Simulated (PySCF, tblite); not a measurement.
# C₃H₁₀N₂SeSi₂: geometry, infrared bands and NMR shifts

What infrared bands and NMR shifts should C₃H₁₀N₂SeSi₂ (`C=N[C@@H]1C[Si@@H]([SeH])N[SiH2]1`) show?

Computed with tblite 0.8.0 and PySCF 2.14.0, with density-fitted response routines of our own, on a single molecule in the gas phase. Atoms are numbered from 0 throughout.

## Step 1: Starting geometry

18 atoms, charge 0, multiplicity 1; geometry from: force field or distance geometry start.

Bonds of the start (Å): C0–N1 1.29, N1–C2 1.42, C2–C3 1.55, C3–Si4 1.89, Si4–Se5 2.26, Si4–N6 1.78, N6–Si7 1.80, Si7–C2 1.86, C0–H8 1.10, C0–H9 1.08, C2–H10 1.09, C3–H11 1.08, C3–H12 1.09, Si4–H13 1.46, Se5–H14 1.56, N6–H15 1.03, Si7–H16 1.47, Si7–H17 1.47.

## Step 2: Geometry optimisation with GFN2-xTB

What the job is given:

```
{"job": {"kind": "relax", "xc": "GFN2-xTB", "basis": "xTB"}, "charge": 0, "multiplicity": 1}
C      2.530200    -0.605500     0.251100
N      1.359900    -0.951800     0.661400
C      0.325200    -1.134700    -0.290900
C      0.162200     0.253500    -0.960700
Si    -0.776300     1.217100     0.372800
Se    -1.363300     3.283300    -0.330700
N     -2.158600     0.110600     0.595400
Si    -1.291100    -1.464900     0.575100
H      3.292300    -0.487100     1.039300
H      2.753000    -0.427800    -0.787400
H      0.496100    -1.907400    -1.038100
H      1.110600     0.703300    -1.212400
H     -0.530800     0.114900    -1.787300
H     -0.013700     1.199900     1.616300
H     -0.116500     4.225900    -0.361900
H     -2.741100     0.183900    -0.255200
H     -0.962400    -1.788400     1.973100
H     -2.084400    -2.518300    -0.071500
```

Run with:

```bash
> OMP_NUM_THREADS=1 python probes_run.py task.json out
```

The driver reads the jobs from task.json and runs them one after another.

The program printed:

```text
step      E/eV     max force
  0    -652.70477    2.724
  1    -652.91659    2.713
  2    -653.05862    0.844
  3    -653.13552    0.567
  4    -653.19892    0.841
  5    -653.24529    0.853
  6    -653.29092    0.535
  7    -653.31690    0.429
  8    -653.35351    0.510
  9    -653.39006    0.686
 10    -653.42994    0.686
 11    -653.46162    0.424
 12    -653.47698    0.242
 13    -653.48347    0.210
 14    -653.49237    0.292
 15    -653.50311    0.296
 16    -653.51713    0.345
 17    -653.53242    0.358
 18    -653.54632    0.515
 19    -653.56090    0.354
 20    -653.57470    0.305
 21    -653.59425    0.417
 22    -653.60212    0.363
 23    -653.62298    0.443
 24    -653.63798    0.508
 25    -653.63421    1.337
 26    -653.66521    0.251
 27    -653.67617    0.216
 28    -653.69437    0.508
 29    -653.70215    0.347
 30    -653.72323    0.262
 31    -653.73321    0.209
 32    -653.74210    0.406
 33    -653.74906    0.537
 34    -653.75610    0.272
 35    -653.76504    0.267
 36    -653.77110    0.230
 37    -653.77919    0.216
 38    -653.78544    0.236
 39    -653.79280    0.208
 40    -653.80126    0.248
 41    -653.81046    0.299
 42    -653.81906    0.287
 43    -653.82741    0.358
 44    -653.83783    0.288
 45    -653.85237    0.348
 46    -653.86511    0.324
 47    -653.87904    0.290
 48    -653.88696    0.626
 49    -653.89937    0.275
 50    -653.90667    0.235
 51    -653.91218    0.137
 52    -653.91632    0.195
 53    -653.92005    0.146
 54    -653.92488    0.175
 55    -653.93147    0.188
 56    -653.93625    0.177
 57    -653.93957    0.145
 58    -653.94235    0.129
 59    -653.94572    0.159
 60    -653.95009    0.187
 61    -653.95369    0.160
 62    -653.95781    0.166
 63    -653.96099    0.130
 64    -653.96335    0.110
 65    -653.96522    0.114
 66    -653.96720    0.113
 67    -653.96934    0.261
 68    -653.97275    0.170
 69    -653.97921    0.253
 70    -653.98367    0.243
 71    -653.98662    0.140
 72    -653.98870    0.102
 73    -653.99059    0.095
 74    -653.99262    0.076
 75    -653.99450    0.101
 76    -653.99612    0.097
 77    -653.99770    0.100
 78    -653.99932    0.115
 79    -654.00100    0.084
 80    -654.00248    0.080
 81    -654.00372    0.065
 82    -654.00461    0.067
 83    -654.00556    0.077
 84    -654.00649    0.082
 85    -654.00758    0.078
 86    -654.00878    0.066
 87    -654.00981    0.062
 88    -654.01049    0.066
 89    -654.01098    0.061
 90    -654.01144    0.080
 91    -654.01196    0.050
 92    -654.01242    0.061
 93    -654.01275    0.038
 94    -654.01297    0.027
 95    -654.01317    0.038
 96    -654.01335    0.039
 97    -654.01350    0.032
 98    -654.01363    0.024
 99    -654.01373    0.020
100    -654.01381    0.019
101    -654.01386    0.026
102    -654.01390    0.025
103    -654.01395    0.021
104    -654.01401    0.022
105    -654.01407    0.025
106    -654.01415    0.023
107    -654.01421    0.022
108    -654.01426    0.016
109    -654.01429    0.013
110    -654.01432    0.014
111    -654.01435    0.015
112    -654.01438    0.016
113    -654.01441    0.014
114    -654.01443    0.011
115    -654.01446    0.010
116    -654.01448    0.013
117    -654.01450    0.016
118    -654.01453    0.017
119    -654.01456    0.016
120    -654.01459    0.015
121    -654.01463    0.014
122    -654.01466    0.012
123    -654.01468    0.012
124    -654.01470    0.012
125    -654.01474    0.016
126    -654.01479    0.021
127    -654.01486    0.023
128    -654.01492    0.023
129    -654.01499    0.021
130    -654.01508    0.021
131    -654.01518    0.023
132    -654.01525    0.017
133    -654.01530    0.016
134    -654.01534    0.018
135    -654.01540    0.023
136    -654.01547    0.026
137    -654.01555    0.020
138    -654.01560    0.017
139    -654.01566    0.019
140    -654.01572    0.024
141    -654.01577    0.023
142    -654.01581    0.016
143    -654.01583    0.010
144    -654.01584    0.008
```

Wall time 1.5 s (1 thread of Arm Neoverse V1, shared host).

Relaxation path: (not every step is listed)

```
step  energy from step 0 (eV)  largest force (eV/Å)
   0                   0.0000                2.7237
   1                  -0.2118                2.7130
   2                  -0.3538                0.8437
   3                  -0.4307                0.5665
   4                  -0.4941                0.8413
   5                  -0.5405                0.8534
   6                  -0.5861                0.5350
   7                  -0.6121                0.4289
   8                  -0.6487                0.5101
  21                  -0.8895                0.4170
  34                  -1.0513                0.2722
  47                  -1.1743                0.2904
  60                  -1.2453                0.1866
  73                  -1.2858                0.0953
  86                  -1.3040                0.0664
  99                  -1.3090                0.0201
 112                  -1.3096                0.0157
 125                  -1.3100                0.0158
 138                  -1.3108                0.0170
 139                  -1.3109                0.0191
 140                  -1.3109                0.0238
 141                  -1.3110                0.0226
 142                  -1.3110                0.0157
 143                  -1.3111                0.0099
 144                  -1.3111                0.0081
```

Distances of close pairs at the start and the end, largest changes first:

| bond | before (Å) | after (Å) | change (Å) |
| --- | --- | --- | --- |
| Se5–H14 | 1.563 | 1.432 | -0.131 |
| N6–Si7 | 1.799 | 1.728 | -0.071 |
| C2–Si7 | 1.863 | 1.924 | +0.061 |
| Si4–N6 | 1.785 | 1.729 | -0.056 |
| Si4–Se5 | 2.260 | 2.299 | +0.039 |
| C0–N1 | 1.288 | 1.253 | -0.035 |
| N6–H15 | 1.034 | 1.005 | -0.029 |
| C2–C3 | 1.550 | 1.527 | -0.023 |

The final coordinates are the input of the step that follows.

## Step 3: Vibrational analysis with GFN2-xTB

What the job is given:

```
{"job": {"kind": "ir", "xc": "GFN2-xTB", "basis": "xTB"}, "charge": 0, "multiplicity": 1}
C      2.463957    -1.357983     0.633426
N      1.483313    -0.587114     0.515596
C      0.526636    -0.759454    -0.520465
C      0.193230     0.613738    -1.099175
Si    -0.746105     1.512031     0.278947
Se    -2.283562     3.057049    -0.453619
N     -1.644166     0.146287     0.841685
Si    -1.044680    -1.407400     0.381066
H      3.145997    -1.208061     1.457303
H      2.681516    -2.187375    -0.050910
H      0.884616    -1.448063    -1.305271
H      1.106352     1.122398    -1.407630
H     -0.433400     0.494292    -1.983853
H      0.075081     2.143323     1.310856
H     -1.314567     3.936370    -1.035542
H     -2.449717     0.245718     1.433665
H     -0.705091    -2.222098     1.544081
H     -1.948171    -2.087341    -0.551816
```

The program printed:

```text
mode    cm-1     km/mol
  1      47.5      1.75
  2      65.6      0.64
  3      71.2      9.45
  4      92.2      9.56
  5     121.7     10.37
  6     156.0      5.28
  7     209.1      7.78
  8     289.5     25.98
  9     303.1      3.76
 10     342.6     12.96
 11     371.2     41.25
 12     411.9     89.89
 13     500.6     22.79
 14     527.0     16.07
 15     529.8     57.73
 16     556.7     54.98
 17     579.7     12.51
 18     635.4    242.36
 19     649.2     60.96
 20     684.4    309.29
 21     737.8     68.59
 22     771.6     45.81
 23     781.4    225.30
 24     806.3     23.47
 25     824.8    259.96
 26     920.5    152.65
 27     958.9     12.62
 28     966.5     11.37
 29    1061.2      4.13
 30    1107.8      5.33
 31    1127.9    344.66
 32    1160.3     11.67
 33    1180.8     37.20
 34    1266.0     23.22
 35    1309.1     16.27
 36    1423.3      8.95
 37    1461.8      1.95
 38    1728.1     21.68
 39    2105.6    357.26
 40    2234.7    251.05
 41    2249.4    372.98
 42    2291.9    307.46
 43    2795.0     93.00
 44    2857.1    151.33
 45    2972.9     34.32
 46    2985.5     20.22
 47    3070.2     30.82
 48    3502.9      1.75
```

It took 0.96 s on 1 thread of Arm Neoverse V1, shared host.

The strongest bands and the atoms that carry them (share of the mass-weighted mode):

```
cm⁻¹  km/mol                                  atoms
 635   242.4  H13 22 %, H17 22 %, H16 18 %, C2 14 %
 684   309.3             H8 19 %, H13 15 %, C2 11 %
 825   260.0            N6 36 %, Si7 25 %, Si4 16 %
1128   344.7                      H15 62 %, N6 33 %
2106   357.3                               H14 99 %
2235   251.1                               H17 90 %
2249   373.0                               H13 93 %
2292   307.5                               H16 93 %
```

## Step 4: NMR shieldings: PBE0/pcSseg-1

The job, as its differences from that of step 3:

```diff
@@ -1,2 +1,2 @@
-{"job": {"kind": "ir", "xc": "GFN2-xTB", "basis": "xTB"}, "charge": 0, "multiplicity": 1}
+{"job": {"kind": "nmr", "xc": "PBE0", "basis": "pcSseg-1"}, "charge": 0, "multiplicity": 1}
 C      2.463957    -1.357983     0.633426
```

With the program's defaults for keys left out, this is: GIAO PBE0/pcSseg-1 NMR shielding, non-relativistic, gas phase.

The program printed:

```text
coarse grid: 70656 points
cycle   1  E = -3209.2542030836  dE = -2.482e-03  |g| = 8.400e-01  |ddm| = 4.083e+00
cycle   2  E = -3209.1833374690  dE =  7.087e-02  |g| = 8.576e-01  |ddm| = 1.268e+00
cycle   3  E = -3209.3159397517  dE = -1.326e-01  |g| = 2.878e-01  |ddm| = 1.016e+00
cycle   4  E = -3209.3331152691  dE = -1.718e-02  |g| = 7.730e-02  |ddm| = 2.767e-01
cycle   5  E = -3209.3342620324  dE = -1.147e-03  |g| = 2.691e-02  |ddm| = 7.022e-02
cycle   6  E = -3209.3344028550  dE = -1.408e-04  |g| = 5.599e-03  |ddm| = 2.382e-02
cycle   7  E = -3209.3344101322  dE = -7.277e-06  |g| = 1.300e-03  |ddm| = 6.682e-03
final grid: 146256 points
cycle   8  E = -3209.3343933195  dE =  1.161e-07  |g| = 1.532e-03  |ddm| = 3.466e-03
cycle   9  E = -3209.3343929162  dE =  4.033e-07  |g| = 1.967e-03  |ddm| = 3.328e-03
cycle  10  E = -3209.3343938909  dE = -9.747e-07  |g| = 2.343e-04  |ddm| = 1.953e-03
cycle  11  E = -3209.3343939018  dE = -1.094e-08  |g| = 4.612e-05  |ddm| = 1.965e-04
cycle  12  E = -3209.3343939022  dE = -4.147e-10  |g| = 1.185e-05  |ddm| = 3.939e-05
converged SCF energy = -3209.3343939022

GIAO shielding tensors (ppm)
atom      isotropic    diamagn.    paramagn.     s11        s22        s33       span
  0 C       36.994     253.235    -216.241    -60.847     53.981    117.849    178.697
  1 N     -150.052     331.094    -481.147   -509.316   -193.656    252.815    762.130
  2 C      122.057     254.627    -132.570    102.188    112.759    151.223     49.035
  3 C      157.231     252.699     -95.468    144.749    154.981    171.962     27.212
  4 Si     339.505     877.391    -537.886    296.913    344.977    376.625     79.712
  5 Se    2192.919    3001.071    -808.153   1965.825   2108.729   2504.202    538.377
  6 N      253.055     323.971     -70.915    234.745    235.890    288.531     53.785
  7 Si     362.904     880.563    -517.659    317.327    363.192    408.192     90.865
  8 H       24.674      29.871      -5.197     22.777     23.557     27.686      4.910
  9 H       23.991      30.306      -6.315     20.608     24.088     27.278      6.671
 10 H       27.896      33.529      -5.633     24.560     26.963     32.164      7.604
 11 H       30.288      31.673      -1.385     25.776     29.130     35.957     10.181
 12 H       30.442      31.894      -1.452     25.891     29.382     36.053     10.162
 13 H       25.396      28.298      -2.902     20.172     24.565     31.449     11.278
 14 H       31.736      29.870       1.866     21.606     26.129     47.474     25.868
 15 H       31.658      30.266       1.392     21.988     29.107     43.878     21.890
 16 H       27.214      29.767      -2.554     23.975     24.551     33.116      9.141
 17 H       26.520      29.689      -3.169     22.760     24.160     32.641      9.881
```

Wall time 63 s (1 thread of Arm Neoverse V1, shared host); peak memory 1.1 GiB.

Shifts follow as δ = σ(reference) − σ, with reference shieldings (ppm) from runs at the same level and on the same kind of geometry: 1H TMS 31.72, 13C TMS 186.9, 29Si TMS 349.2, 15N NH3 267.7, 77Se Me2Se 1758. The references are single molecules in the gas phase, so shifts against H2O, NH3, PH3, H3PO4 or CFCl3 are not on the usual liquid scales and can be off by tens of ppm.

```
atoms                                                     environment  σ (ppm)  δ (ppm)
   C0                                                      C=N carbon     37.0    149.9
   C2                                       sp3 CH bonded to N and Si    122.1     64.9
   C3                                            sp3 CH2 bonded to Si    157.2     29.7
   H9                                        hydrogen on a C=N carbon    23.99     7.73
   H8                                        hydrogen on a C=N carbon    24.67     7.04
  H13  hydrogen on a silicon bonded to C, N, Se, in a 5-membered ring    25.40     6.32
  H17      hydrogen on a silicon bonded to C, N, in a 5-membered ring    26.52     5.20
  H16      hydrogen on a silicon bonded to C, N, in a 5-membered ring    27.21     4.50
  H10                        hydrogen on an sp3 CH bonded to N and Si    27.90     3.82
  H11                             hydrogen on an sp3 CH2 bonded to Si    30.29     1.43
  H12                             hydrogen on an sp3 CH2 bonded to Si    30.44     1.28
  H15     hydrogen on a nitrogen bonded to 2 Si, in a 5-membered ring    31.66     0.06
  H14                             hydrogen on a selenium bonded to Si    31.74    -0.02
   N1                                                  imine nitrogen   -150.1    417.8
   N6                nitrogen bonded to 2 Si, H, in a 5-membered ring    253.1     14.7
  Si4             silicon bonded to C, N, Se, H, in a 5-membered ring    339.5      9.7
  Si7               silicon bonded to C, N, 2 H, in a 5-membered ring    362.9    -13.7
  Se5                                        selenium bonded to Si, H     2193     -435
```

Charges from the same density, by scheme (e):

```csv
atoms,Mulliken,IAO,Hirshfeld,ESP fit
C0,0.01,-0.14,0.00,-0.01
N1,-0.37,-0.25,-0.12,-0.40
C2,-0.38,-0.26,-0.07,0.33
C3,-0.44,-0.55,-0.17,-0.32
Si4,0.97,0.92,0.34,0.33
Se5,-0.46,-0.27,-0.13,-0.32
N6,-0.83,-0.94,-0.33,-0.63
Si7,0.83,0.90,0.37,0.37
```

Mayer bond orders: C0–N1 1.96, N1–C2 0.93, C2–C3 1.00, C3–Si4 0.90, Si4–Se5 0.93, Si4–N6 0.95, N6–Si7 0.98, Si7–C2 0.82.

Ring of atoms C2, C3, Si4, N6, Si7: NICS(0) -3.5, NICS(1) -1.7, NICS(1)zz -0.9 ppm (means of both faces).

## Step 5: Summary of results

| quantity | value |
| --- | --- |
| strongest single infrared mode (GFN2-xTB) | 2249 cm⁻¹, 373 km/mol |
| zero-point energy (GFN2-xTB) | 76.9 kcal/mol |
| 13C shifts against TMS (PBE0/pcSseg-1) | 149.9, 64.9, 29.7 ppm |
| 1H shifts against TMS (PBE0/pcSseg-1) | 7.73, 7.04, 6.32, 5.20, 4.50, 3.82, 1.43, 1.28, 0.06, -0.02 ppm |
| 15N shifts against NH3 (PBE0/pcSseg-1) | 417.8, 14.7 ppm |
| 29Si shifts against TMS (PBE0/pcSseg-1) | 9.7, -13.7 ppm |
| 77Se shifts against Me2Se (PBE0/pcSseg-1) | -435 ppm |

The optimisation took 144 steps and gained 1.311 eV; among the close pairs (by a distance rule), Se5–H14 changed most, from 1.563 to 1.432 Å. No mode is imaginary among the 48: a minimum at this level. The strongest single mode, at 2249 cm⁻¹, moves mainly H13. GFN2-xTB is a fitted tight-binding method: band positions and strengths are rough. Its intensities can rank the bands wrongly. At PBE0/pcSseg-1: Shielding is most anisotropic at N1 (span 762 ppm, paramagnetic term -481 ppm). Spin-orbit coupling is left out, which matters for shieldings and couplings at and beside the heavy atoms.
